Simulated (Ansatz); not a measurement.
# Li₃ClO, space group Pm-3m: cell relaxations under several functionals

With Ansatz 0.2.0 through its Python package.

Typed at the interpreter:
```pycon
>>> import ansatz as az
>>> import numpy as np
>>> config = {
...     'kmesh': (6, 6, 6),
...     'smearing': 'fixed',
... }
>>> def edges_and_angles(cell):
...     cell = np.asarray(cell)
...     a, b, c = np.linalg.norm(cell, axis=1)
...     cosines = cell[1] @ cell[2] / (b * c), cell[0] @ cell[2] / (a * c), cell[0] @ cell[1] / (a * b)
...     return (a, b, c, *np.degrees(np.arccos(cosines)))
...
>>> cell = (
...     az.Lattice.cubic(3.908337)
...     .space_group(221)
...     .atom('Li', (0.0, 0.5, 0.5))
...     .atom('Cl', (0.0, 0.0, 0.0))
...     .atom('O', (0.5, 0.5, 0.5))
... )
>>> len(cell.resolved().sites)
5
>>> calc = (
...     cell.calculation()
...     .basis(16 * az.Ha)
...     .kpoints(mesh=config['kmesh'])
...     .occupations(config['smearing'])
...     .relax(cell=True)
... )
>>> levels = [('lda', 'none'), ('pbesol', 'none'), ('pbesol', 'd3bj')]
>>> print('level            a       b       c    alpha   beta  gamma  V/atom  steps')
level            a       b       c    alpha   beta  gamma  V/atom  steps
>>> for name, dispersion in levels:
...     seen = []
...     run = calc.functional(name, dispersion=dispersion).session().plan()
...     done = run.execute(on_event=lambda e: seen.append(e) if e['event'] == 'relax_step' else None)
...     cell = done.lattice.cell_ang
...     label = name if dispersion == 'none' else f'{name}+{dispersion}'
...     print('{:13s} {:7.4f} {:7.4f} {:7.4f} {:6.2f} {:6.2f} {:6.2f}'.format(label, *edges_and_angles(cell)), f'{abs(np.linalg.det(cell)) / len(done.lattice.sites):7.3f} {len(seen):5d}')
...
lda            3.7704  3.7704  3.7704  90.00  90.00  90.00  10.720     7
pbesol         3.8395  3.8395  3.8395  90.00  90.00  90.00  11.320     7
pbesol+d3bj    3.7741  3.7741  3.7741  90.00  90.00  90.00  10.752     7
```

From smallest to largest: LDA (10.72 Å³ an atom, -10.2 % against the start), PBEsol+D3BJ (10.75 Å³ an atom, -10.0 % against the start) and PBEsol (11.32 Å³ an atom, -5.2 % against the start). The spread is 5.6 % in volume.

Caveats:
- Forces vanish by symmetry, so the ions can't move, and the end may be a saddle.
- The structure comes from a database of computed cells and needn't be a stable or known phase.
- Finished in 21 s on 1 thread of Arm Neoverse V2, on a shared host, peak memory 0.4 GiB.
